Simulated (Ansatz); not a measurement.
LiH, space group Fm-3m: cell relaxations under several functionals, run with Ansatz 0.2.0 through its Python package.

Script `lih_lattice.py`:
```python
"""How the lattice of LiH depends on the functional."""

import ansatz
import numpy as np

def edges_and_angles(cell):
    cell = np.asarray(cell)
    a, b, c = np.linalg.norm(cell, axis=1)
    cosines = cell[1] @ cell[2] / (b * c), cell[0] @ cell[2] / (a * c), cell[0] @ cell[1] / (a * b)
    return (a, b, c, *np.degrees(np.arccos(cosines)))


def main() -> None:
    lattice = ansatz.Lattice.of(
        (0.0, 2.03675, 2.03675),
        (2.03675, 0.0, 2.03675),
        (2.03675, 2.03675, 0.0),
    )
    sites = [
        ("Li", (0.0, 0.0, 0.0)),
        ("H", (0.5, 0.5, 0.5)),
    ]
    xtal = ansatz.Crystal(lattice=lattice)
    for symbol, position in sites:
        xtal = xtal.atom(symbol, position)

    setup = xtal.calculation()
    setup = setup.kpoints(7, 7, 7).occupations("fixed")
    setup = setup.relax(cell=True, force_tolerance=0.005, max_steps=40)

    levels = [("rpbe", "none"), ("r2scan", "rvv10"), ("r2scan", "d4")]
    print("level            a       b       c    alpha   beta  gamma  V/atom  steps")
    for name, dispersion in levels:
        seen = []
        run = setup.functional(name, dispersion=dispersion).session().plan()
        result = run.execute(on_event=lambda e: seen.append(e) if e["event"] == "relax_step" else None)
        cell = result.lattice.cell_ang
        label = name if dispersion == "none" else f"{name}+{dispersion}"
        print("{:13s} {:7.4f} {:7.4f} {:7.4f} {:6.2f} {:6.2f} {:6.2f}".format(label, *edges_and_angles(cell)), f"{abs(np.linalg.det(cell)) / len(result.lattice.sites):7.3f} {len(seen):5d}")


if __name__ == "__main__":
    main()
```

Rank the levels of theory by the volume of the relaxed cell.

From smallest to largest: r2SCAN+D4 (7.91 Å³ an atom, -6.4 % against the start), r2SCAN+RVV10 (7.98 Å³ an atom, -5.5 % against the start) and RPBE (8.43 Å³ an atom, -0.3 % against the start). The spread is 6.5 % in volume.

What the script printed:

`python lih_lattice.py` gives:
```text
level            a       b       c    alpha   beta  gamma  V/atom  steps
DeckWarning: basis.ecutwfc = 420 eV, auto-derived from the records' recommended cutoffs: set by Li (normal level)
rpbe           2.8779  2.8779  2.8779  60.00  60.00  60.00   8.427     3
DeckWarning: basis.ecutwfc = 500 eV, auto-derived from the records' recommended cutoffs: set by Li (their level for a meta-GGA)
r2scan+rvv10   2.8264  2.8264  2.8264  60.00  60.00  60.00   7.983     4
r2scan+d4      2.8178  2.8178  2.8178  60.00  60.00  60.00   7.910     4
```
(Warnings from the package without file and line.)

Forces vanish by symmetry, so the ions can't move, and the end may be a saddle. Edges and angles are those of the cell as typed, here a primitive one, not of the conventional cell. The structure is a deposited one; some such entries were measured under pressure or heat, so a shift against it needn't be the functional's error alone. Timing: 11 s on 1 thread of Arm Neoverse V1, on a shared host, peak memory 0.36 GiB.

(Lines on the test bed's own set-up are left out of the output.)
